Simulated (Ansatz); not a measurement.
**CH7BN2O: two geometries relaxed**

Aim: relax the geometries before and after the shift of H12 from O5 to B3, and see whether they are two minima and how far apart in energy. SMILES of the start: NCB(N)O.

Program: Ansatz 0.2.0. Level of theory: RKS PBE-D4/def2-SVP. These are calculated values, not measurements.

### 1 The starting structure

Bond lengths: N1–C2 1.401 Å, C2–B3 1.588 Å, B3–N4 1.584 Å, B3–O5 1.458 Å, N1–H6 1.050 Å, N1–H7 1.043 Å, C2–H8 1.076 Å, C2–H9 1.143 Å, N4–H10 1.082 Å, N4–H11 0.973 Å, O5–H12 0.954 Å. Angles (14 of 16 angles, heavy atoms first): N1–C2–B3 110.5°, C2–B3–N4 121.5°, C2–B3–O5 122.0°, N4–B3–O5 116.4°, N1–C2–H8 111.8°, N1–C2–H9 107.0°, B3–C2–H8 106.2°, B3–C2–H9 110.8°, C2–N1–H6 113.7°, C2–N1–H7 110.4°, B3–N4–H10 103.2°, B3–N4–H11 108.1°, B3–O5–H12 104.9°, H8–C2–H9 110.6°.

Structure file:

```xyz
12

N    -1.3698    0.7594    0.9012
C    -0.6183   -0.3527    0.4999
B     0.4851    0.0755   -0.5592
N     1.5565   -0.9580   -1.1017
O     0.6383    1.4574   -0.9987
H    -0.8398    1.4287    1.5126
H    -2.1861    0.4576    1.4768
H    -1.2281   -1.0935    0.0140
H    -0.1327   -0.7852    1.4393
H     1.2680   -1.8854   -0.6252
H     2.4296   -0.6944   -0.7613
H     0.0743    1.5355   -1.7638
```

### 2 Relaxing end A

Input file input.yaml:

```yaml
crystal:
  periodic: [false, false, false]
  atoms:
    - { symbol: "N", position_ang: [-1.3698, 0.7594, 0.9012] }
    - { symbol: C, position_ang: [-0.6183, -0.3527, 0.4999] }
    - { symbol: B, position_ang: [0.4851, 0.0755, -0.5592] }
    - { symbol: "N", position_ang: [1.5565, -0.958, -1.1017] }
    - { symbol: O, position_ang: [0.6383, 1.4574, -0.9987] }
    - { symbol: H, position_ang: [-0.8398, 1.4287, 1.5126] }
    - { symbol: H, position_ang: [-2.1861, 0.4576, 1.4768] }
    - { symbol: H, position_ang: [-1.2281, -1.0935, 0.014] }
    - { symbol: H, position_ang: [-0.1327, -0.7852, 1.4393] }
    - { symbol: H, position_ang: [1.268, -1.8854, -0.6252] }
    - { symbol: H, position_ang: [2.4296, -0.6944, -0.7613] }
    - { symbol: H, position_ang: [0.0743, 1.5355, -1.7638] }
basis:
  gaussian: { orbitals: def2-SVP }
hamiltonian:
  xc: pbe
  dispersion: d4
relax:
  f_tol: 0.02
  max_steps: 50
```

The run is started by

```sh
ansatz run input.yaml --threads 2 --pin off --max-ram 3072MiB --backend cpu --events-out ev --progress --plain --runs-dir out
```

Output (excerpt; [...] marks lines left out):

```text
Warning: RAYON_NUM_THREADS=2 ignored (pool sized by the plan → 2); use --threads N
[...]
Functional definition: PBE
[...]
1205 factors; their error is unknown
[...]
mean field -6841.82163695 eV, -251.4323076046 hartree, gradient 3.3e-5 eV, S^2 0.000000; 0 other end points of the search recorded, 0 dependent functions left out
[...]
reference -6841.82167254 eV, -251.4323089124 hartree; 20, 20 occupied and 85, 85 virtual orbitals, 1205 factors
relax step   1: F+E_penalty+E_count = -6842.01421965 eV  Δ(F+E_penalty+E_count) = +0.000e0 eV  max|allowed force component| = 5.715e0 eV/Å  Δτ_max = 0.0000 Å  (30 SCF iters, accepted)
[...]
relax step   4: F+E_penalty+E_count = -6843.27220845 eV  Δ(F+E_penalty+E_count) = -2.079e-1 eV  max|allowed force component| = 2.031e0 eV/Å  Δτ_max = 0.1977 Å  (36 SCF iters, accepted)
[...]
relax step   7: F+E_penalty+E_count = -6843.76011669 eV  Δ(F+E_penalty+E_count) = -6.533e-2 eV  max|allowed force component| = 1.556e0 eV/Å  Δτ_max = 0.1966 Å  (36 SCF iters, accepted)
[...]
relax step  10: F+E_penalty+E_count = -6843.84334284 eV  Δ(F+E_penalty+E_count) = -2.609e-2 eV  max|allowed force component| = 1.157e-1 eV/Å  Δτ_max = 0.0318 Å  (30 SCF iters, accepted)
[...]
relax step  13: F+E_penalty+E_count = -6843.83838363 eV  Δ(F+E_penalty+E_count) = +9.866e-3 eV  max|allowed force component| = 2.787e-1 eV/Å  Δτ_max = 0.0510 Å  (31 SCF iters, rejected (line search))
[...]
1205 factors; their error is unknown
[...]
mean field -6843.65325769 eV, -251.4996184253 hartree, gradient 1.9e-5 eV, S^2 0.000000; 1 other end points of the search recorded, 0 dependent functions left out
[...]
reference -6843.65329467 eV, -251.4996197841 hartree; 20, 20 occupied and 85, 85 virtual orbitals, 1205 factors
Total energy: -6843.85000506 eV, -251.5068487576 hartree
Atom 0 at    -1.288403     0.921673     0.756052 Å, force    -0.006412     0.006303     0.002483 eV/Å
Atom 1 at    -0.608772    -0.361534     0.475068 Å, force     0.004112     0.000701    -0.002186 eV/Å
Atom 2 at     0.598991    -0.049726    -0.541599 Å, force    -0.000896     0.000588    -0.005866 eV/Å
Atom 3 at     1.661033    -0.949450    -0.791194 Å, force    -0.000102    -0.007090     0.005620 eV/Å
Atom 4 at     0.525161     1.160486    -1.186157 Å, force    -0.002478    -0.004969     0.000949 eV/Å
Atom 5 at    -0.787659     1.429243     1.497202 Å, force    -0.000325    -0.003377    -0.002886 eV/Å
Atom 6 at    -2.242616     0.782022     1.109910 Å, force     0.001765     0.000072    -0.000352 eV/Å
Atom 7 at    -1.328354    -1.018707    -0.063337 Å, force     0.001137     0.001921     0.000693 eV/Å
Atom 8 at    -0.302269    -0.936773     1.383051 Å, force     0.000166    -0.000551    -0.000275 eV/Å
Atom 9 at     1.755457    -1.847937    -0.323747 Å, force     0.003565    -0.001644    -0.000560 eV/Å
Atom 10 at     2.395145    -0.751585    -1.470151 Å, force    -0.001745     0.005145    -0.000856 eV/Å
Atom 11 at    -0.300714     1.567189    -0.811198 Å, force     0.001211     0.002901     0.003236 eV/Å
Dipole moment:    -0.121027    -0.299724     0.421718 e Å
```

It took 22 s on 2 threads of Intel Xeon Platinum 8488C (Sapphire Rapids), shared host; peak memory 0.17 GiB.

The steps of the relaxation:

```tsv
step	energy from step 1 (eV)	largest force component (eV/Å)
1	0.0000	5.7150
2	-0.7964	2.2519
3	-1.0501	2.5369
4	-1.2580	2.0315
5	-1.5379	1.0306
6	-1.6806	0.6870
7	-1.7459	1.5561
8	-1.8030	0.5997
9x	-1.7872	1.0538
10	-1.8291	0.1157
11	-1.8297	0.3937
12	-1.8340	0.1699
13x	-1.8242	0.2787
14	-1.8357	0.0206
15	-1.8357	0.0071
```

Step 1 is the start. 2 steps were tried and not accepted (marked x).

After: Bond lengths: N1–C2 1.479 Å, C2–B3 1.609 Å, B3–N4 1.414 Å, B3–O5 1.373 Å, N1–H6 1.028 Å, N1–H7 1.027 Å, C2–H8 1.113 Å, C2–H9 1.118 Å, N4–H10 1.017 Å, N4–H11 1.019 Å, O5–H12 0.994 Å. Angles (14 of 16 angles, heavy atoms first): N1–C2–B3 107.3°, C2–B3–N4 123.5°, C2–B3–O5 115.3°, N4–B3–O5 121.2°, N1–C2–H8 107.9°, N1–C2–H9 114.7°, B3–C2–H8 107.1°, B3–C2–H9 114.0°, C2–N1–H6 110.0°, C2–N1–H7 112.0°, B3–N4–H10 123.4°, B3–N4–H11 122.3°, B3–O5–H12 103.2°, H8–C2–H9 105.4°.

### 3 End point B

The second end starts from a geometry with the move made by hand.

input.yaml, as its differences from that of step 2:

```diff
@@ -14,3 +14,3 @@
     - { symbol: H, position_ang: [2.4296, -0.6944, -0.7613] }
-    - { symbol: H, position_ang: [0.0743, 1.5355, -1.7638] }
+    - { symbol: H, position_ang: [-0.54095, 0.17487, -1.11259] }
 basis:
@@ -23 +23,3 @@
   max_steps: 50
+output:
+  orbitals: {}
```

The run is started by

```sh
ansatz run input.yaml --threads 2 --pin off --max-ram 3072MiB --backend cpu --events-out ev --progress --plain --runs-dir out
```

Output:

```text
Warning: RAYON_NUM_THREADS=2 ignored (pool sized by the plan → 2); use --threads N
The last accepted step is kept in <dir> (removed where the run ends without a failure and the disk answers)
Engine: ansatz 0.2.0, x86_64-unknown-linux-gnu
[... 1 set-up line as earlier in the session ...]
  parameter kappa = 0.804
  parameter beta = 0.06672455060314922
  exchange = pbe_x(kappa = kappa, mu = beta*pi^2/3)
  correlation = pbe_c(beta = beta)
1205 factors; their error is unknown
mean field evaluation 1: about -6824.5485 eV, gradient 8.0e1 eV
mean field evaluation 2: about -6774.3779 eV, gradient 1.4e2 eV
mean field evaluation 4: about -6835.6477 eV, gradient 3.2e1 eV
mean field evaluation 8: about -6838.2442 eV, gradient 8.1e-1 eV
mean field evaluation 16: about -6838.1896 eV, gradient 9.5e-4 eV
mean field -6838.18963668 eV, -251.2988340565 hartree, gradient 3.4e-5 eV, S^2 0.000000; 0 other end points of the search recorded, 0 dependent functions left out
the calculation of the forces begins
reference -6838.18967128 eV, -251.2988353283 hartree; 20, 20 occupied and 85, 85 virtual orbitals, 1205 factors
relax step   1: F+E_penalty+E_count = -6838.38590251 eV  Δ(F+E_penalty+E_count) = +0.000e0 eV  max|allowed force component| = 6.695e0 eV/Å  Δτ_max = 0.0000 Å  (33 SCF iters, accepted)
these checks for a lower state are left out or cut short: starts, cluster_reference, orbital_swaps, neighbouring_geometries, increment
1205 factors; their error is unknown
mean field -6839.51834865 eV, -251.3476633210 hartree, gradient 1.1e-5 eV, S^2 0.000000; 0 other end points of the search recorded, 0 dependent functions left out
the calculation of the forces begins
reference -6839.51838430 eV, -251.3476646311 hartree; 20, 20 occupied and 85, 85 virtual orbitals, 1205 factors
relax step   2: F+E_penalty+E_count = -6839.71378306 eV  Δ(F+E_penalty+E_count) = -1.328e0 eV  max|allowed force component| = 3.290e0 eV/Å  Δτ_max = 0.1813 Å  (38 SCF iters, accepted)
these checks for a lower state are left out or cut short: starts, cluster_reference, orbital_swaps, neighbouring_geometries, increment
1205 factors; their error is unknown
mean field evaluation 32: about -6840.3993 eV, gradient 7.9e-1 eV
mean field -6840.34935068 eV, -251.3782020822 hartree, gradient 8.1e-6 eV, S^2 0.000000; 0 other end points of the search recorded, 0 dependent functions left out
the calculation of the forces begins
reference -6840.34938705 eV, -251.3782034188 hartree; 20, 20 occupied and 85, 85 virtual orbitals, 1205 factors
relax step   3: F+E_penalty+E_count = -6840.54514395 eV  Δ(F+E_penalty+E_count) = -8.314e-1 eV  max|allowed force component| = 2.583e0 eV/Å  Δτ_max = 0.1948 Å  (37 SCF iters, accepted)
these checks for a lower state are left out or cut short: starts, cluster_reference, orbital_swaps, neighbouring_geometries, increment
1205 factors; their error is unknown
mean field -6841.36954517 eV, -251.4156935383 hartree, gradient 2.2e-5 eV, S^2 0.000000; 0 other end points of the search recorded, 0 dependent functions left out
the calculation of the forces begins
reference -6841.36958143 eV, -251.4156948707 hartree; 20, 20 occupied and 85, 85 virtual orbitals, 1205 factors
relax step   4: F+E_penalty+E_count = -6841.56431128 eV  Δ(F+E_penalty+E_count) = -1.019e0 eV  max|allowed force component| = 3.089e0 eV/Å  Δτ_max = 0.1952 Å  (35 SCF iters, accepted)
these checks for a lower state are left out or cut short: starts, cluster_reference, orbital_swaps, neighbouring_geometries, increment
1205 factors; their error is unknown
mean field -6842.06101977 eV, -251.4411047610 hartree, gradient 1.7e-5 eV, S^2 0.000000; 0 other end points of the search recorded, 0 dependent functions left out
the calculation of the forces begins
reference -6842.06105608 eV, -251.4411060955 hartree; 20, 20 occupied and 85, 85 virtual orbitals, 1205 factors
relax step   5: F+E_penalty+E_count = -6842.25535706 eV  Δ(F+E_penalty+E_count) = -6.910e-1 eV  max|allowed force component| = 4.926e0 eV/Å  Δτ_max = 0.1972 Å  (37 SCF iters, accepted)
these checks for a lower state are left out or cut short: starts, cluster_reference, orbital_swaps, neighbouring_geometries, increment
1205 factors; their error is unknown
mean field -6842.84673841 eV, -251.4699793885 hartree, gradient 1.2e-5 eV, S^2 0.000000; 0 other end points of the search recorded, 0 dependent functions left out
the calculation of the forces begins
reference -6842.84677498 eV, -251.4699807323 hartree; 20, 20 occupied and 85, 85 virtual orbitals, 1205 factors
relax step   6: F+E_penalty+E_count = -6843.04147272 eV  Δ(F+E_penalty+E_count) = -7.861e-1 eV  max|allowed force component| = 1.860e0 eV/Å  Δτ_max = 0.1950 Å  (30 SCF iters, accepted)
these checks for a lower state are left out or cut short: starts, cluster_reference, orbital_swaps, neighbouring_geometries, increment
1205 factors; their error is unknown
mean field evaluation 64: about -6843.3551 eV, gradient 8.8e-4 eV
mean field -6843.29967625 eV, -251.4866245472 hartree, gradient 1.9e-5 eV, S^2 0.000000; 0 other end points of the search recorded, 0 dependent functions left out
the calculation of the forces begins
reference -6843.29971290 eV, -251.4866258940 hartree; 20, 20 occupied and 85, 85 virtual orbitals, 1205 factors
relax step   7: F+E_penalty+E_count = -6843.49599821 eV  Δ(F+E_penalty+E_count) = -4.545e-1 eV  max|allowed force component| = 9.868e-1 eV/Å  Δτ_max = 0.2000 Å  (36 SCF iters, accepted)
these checks for a lower state are left out or cut short: starts, cluster_reference, orbital_swaps, neighbouring_geometries, increment
1205 factors; their error is unknown
mean field -6843.55829424 eV, -251.4961285829 hartree, gradient 1.8e-5 eV, S^2 0.000000; 0 other end points of the search recorded, 0 dependent functions left out
the calculation of the forces begins
reference -6843.55833081 eV, -251.4961299270 hartree; 20, 20 occupied and 85, 85 virtual orbitals, 1205 factors
relax step   8: F+E_penalty+E_count = -6843.75505521 eV  Δ(F+E_penalty+E_count) = -2.591e-1 eV  max|allowed force component| = 5.797e-1 eV/Å  Δτ_max = 0.1997 Å  (34 SCF iters, accepted)
these checks for a lower state are left out or cut short: starts, cluster_reference, orbital_swaps, neighbouring_geometries, increment
1205 factors; their error is unknown
mean field -6843.59722662 eV, -251.4975593216 hartree, gradient 1.8e-5 eV, S^2 0.000000; 0 other end points of the search recorded, 0 dependent functions left out
the calculation of the forces begins
reference -6843.59726296 eV, -251.4975606569 hartree; 20, 20 occupied and 85, 85 virtual orbitals, 1205 factors
relax step   9: F+E_penalty+E_count = -6843.79465629 eV  Δ(F+E_penalty+E_count) = -3.960e-2 eV  max|allowed force component| = 6.713e-1 eV/Å  Δτ_max = 0.2000 Å  (36 SCF iters, accepted)
these checks for a lower state are left out or cut short: starts, cluster_reference, orbital_swaps, neighbouring_geometries, increment
1205 factors; their error is unknown
mean field -6843.64036873 eV, -251.4991447646 hartree, gradient 1.8e-5 eV, S^2 0.000000; 0 other end points of the search recorded, 0 dependent functions left out
the calculation of the forces begins
reference -6843.64040553 eV, -251.4991461173 hartree; 20, 20 occupied and 85, 85 virtual orbitals, 1205 factors
relax step  10: F+E_penalty+E_count = -6843.83733326 eV  Δ(F+E_penalty+E_count) = -4.268e-2 eV  max|allowed force component| = 2.201e-1 eV/Å  Δτ_max = 0.0974 Å  (30 SCF iters, accepted)
these checks for a lower state are left out or cut short: starts, cluster_reference, orbital_swaps, neighbouring_geometries, increment
1205 factors; their error is unknown
mean field evaluation 96: about -6843.6414 eV, gradient 1.4e-4 eV
mean field -6843.64142436 eV, -251.4991835585 hartree, gradient 1.8e-5 eV, S^2 0.000000; 0 other end points of the search recorded, 0 dependent functions left out
the calculation of the forces begins
reference -6843.64146113 eV, -251.4991849098 hartree; 20, 20 occupied and 85, 85 virtual orbitals, 1205 factors
relax step  11: F+E_penalty+E_count = -6843.83823285 eV  Δ(F+E_penalty+E_count) = -8.996e-4 eV  max|allowed force component| = 3.477e-1 eV/Å  Δτ_max = 0.0805 Å  (29 SCF iters, accepted)
these checks for a lower state are left out or cut short: starts, cluster_reference, orbital_swaps, neighbouring_geometries, increment
1205 factors; their error is unknown
mean field -6843.65191817 eV, -251.4995691990 hartree, gradient 1.8e-5 eV, S^2 0.000000; 0 other end points of the search recorded, 0 dependent functions left out
the calculation of the forces begins
reference -6843.65195490 eV, -251.4995705487 hartree; 20, 20 occupied and 85, 85 virtual orbitals, 1205 factors
relax step  12: F+E_penalty+E_count = -6843.84864129 eV  Δ(F+E_penalty+E_count) = -1.041e-2 eV  max|allowed force component| = 1.289e-1 eV/Å  Δτ_max = 0.0482 Å  (31 SCF iters, accepted)
these checks for a lower state are left out or cut short: starts, cluster_reference, orbital_swaps, neighbouring_geometries, increment
1205 factors; their error is unknown
mean field -6843.65247643 eV, -251.4995897145 hartree, gradient 1.9e-5 eV, S^2 0.000000; 0 other end points of the search recorded, 0 dependent functions left out
the calculation of the forces begins
reference -6843.65251324 eV, -251.4995910672 hartree; 20, 20 occupied and 85, 85 virtual orbitals, 1205 factors
relax step  13: F+E_penalty+E_count = -6843.84912637 eV  Δ(F+E_penalty+E_count) = -4.851e-4 eV  max|allowed force component| = 7.545e-2 eV/Å  Δτ_max = 0.0170 Å  (31 SCF iters, accepted)
these checks for a lower state are left out or cut short: starts, cluster_reference, orbital_swaps, neighbouring_geometries, increment
1205 factors; their error is unknown
mean field -6843.65310241 eV, -251.4996127191 hartree, gradient 1.8e-5 eV, S^2 0.000000; 0 other end points of the search recorded, 0 dependent functions left out
the calculation of the forces begins
reference -6843.65313918 eV, -251.4996140700 hartree; 20, 20 occupied and 85, 85 virtual orbitals, 1205 factors
relax step  14: F+E_penalty+E_count = -6843.84971408 eV  Δ(F+E_penalty+E_count) = -5.877e-4 eV  max|allowed force component| = 4.134e-2 eV/Å  Δτ_max = 0.0324 Å  (30 SCF iters, accepted)
these checks for a lower state are left out or cut short: starts, cluster_reference, orbital_swaps, neighbouring_geometries, increment
1205 factors; their error is unknown
mean field -6843.65327112 eV, -251.4996189190 hartree, gradient 1.8e-5 eV, S^2 0.000000; 0 other end points of the search recorded, 0 dependent functions left out
the calculation of the forces begins
reference -6843.65330788 eV, -251.4996202696 hartree; 20, 20 occupied and 85, 85 virtual orbitals, 1205 factors
relax step  15: F+E_penalty+E_count = -6843.84996214 eV  Δ(F+E_penalty+E_count) = -2.481e-4 eV  max|allowed force component| = 1.840e-2 eV/Å  Δτ_max = 0.0090 Å  (32 SCF iters, accepted)
1205 factors; their error is unknown
mean field evaluation 128: about -6843.7088 eV, gradient 2.7e-1 eV
mean field -6843.65327112 eV, -251.4996189190 hartree, gradient 2.6e-5 eV, S^2 0.000000; 1 other end points of the search recorded, 0 dependent functions left out
the calculation of the forces begins
reference -6843.65330788 eV, -251.4996202696 hartree; 20, 20 occupied and 85, 85 virtual orbitals, 1205 factors
Total energy: -6843.84999889 eV, -251.5068485311 hartree
Atom 0 at    -1.366231     0.772897     0.806824 Å, force     0.007640    -0.012770     0.002414 eV/Å
Atom 1 at    -0.618964    -0.483045     0.573456 Å, force    -0.002111     0.018401     0.001276 eV/Å
Atom 2 at     0.529384    -0.160746    -0.507168 Å, force    -0.010371    -0.006606     0.004688 eV/Å
Atom 3 at     1.634176    -1.009424    -0.750328 Å, force     0.002939     0.004744     0.001405 eV/Å
Atom 4 at     0.357296     1.003581    -1.214097 Å, force    -0.006880     0.003127    -0.001133 eV/Å
Atom 5 at    -0.873261     1.350335     1.500416 Å, force     0.002213     0.000468    -0.001333 eV/Å
Atom 6 at    -2.297494     0.597162     1.202818 Å, force    -0.005111     0.000335     0.001427 eV/Å
Atom 7 at    -1.316546    -1.212407     0.103935 Å, force     0.001176    -0.003456    -0.004935 eV/Å
Atom 8 at    -0.245037    -0.983315     1.500339 Å, force    -0.000097     0.002012    -0.000434 eV/Å
Atom 9 at     1.807259    -1.869195    -0.235025 Å, force    -0.002795    -0.000020    -0.002029 eV/Å
Atom 10 at     2.328737    -0.803723    -1.467524 Å, force     0.002467    -0.000561    -0.000092 eV/Å
Atom 11 at    -0.477569     1.382151    -0.828536 Å, force     0.010929    -0.005671    -0.001254 eV/Å
Dipole moment:    -0.086428    -0.280128     0.444499 e Å
```

Wall time 22 s (2 threads of Intel Xeon Platinum 8488C (Sapphire Rapids), shared host); peak memory 0.17 GiB.

Relaxation path:

```tsv
step	energy from step 1 (eV)	largest force component (eV/Å)
1	0.0000	6.6953
2	-1.3279	3.2903
3	-2.1592	2.5828
4	-3.1784	3.0895
5	-3.8695	4.9256
6	-4.6556	1.8601
7	-5.1101	0.9868
8	-5.3692	0.5797
9	-5.4088	0.6713
10	-5.4514	0.2201
11	-5.4523	0.3477
12	-5.4627	0.1289
13	-5.4632	0.0755
14	-5.4638	0.0413
15	-5.4641	0.0184
```

Step 1 is the start.

After: Bond lengths: N1–C2 1.480 Å, C2–B3 1.609 Å, B3–N4 1.414 Å, B3–O5 1.373 Å, N1–H6 1.028 Å, N1–H7 1.027 Å, C2–H8 1.113 Å, C2–H9 1.118 Å, N4–H10 1.017 Å, N4–H11 1.019 Å, O5–H12 0.994 Å. Angles (14 of 16 angles, heavy atoms first): N1–C2–B3 107.2°, C2–B3–N4 123.6°, C2–B3–O5 115.2°, N4–B3–O5 121.2°, N1–C2–H8 107.8°, N1–C2–H9 114.7°, B3–C2–H8 107.2°, B3–C2–H9 114.1°, C2–N1–H6 109.9°, C2–N1–H7 111.9°, B3–N4–H10 123.6°, B3–N4–H11 122.2°, B3–O5–H12 103.2°, H8–C2–H9 105.4°.

Pairs that crossed the distance rule for bonds on the way: came closer O5–H12; moved apart B3–H12.

### 4 What came out

```
                           quantity                     value
                              end A  12 moves, 1.836 eV lower
                              end B  14 moves, 5.464 eV lower
largest difference between the ends                    0.00 Å
            end B relative to end A                 +0.000 eV
```

What this shows: Both starts fell into the same minimum (no atom differs by more than 0.00 Å), so from this start no second minimum was found and no band was run; another arrangement could still be one.
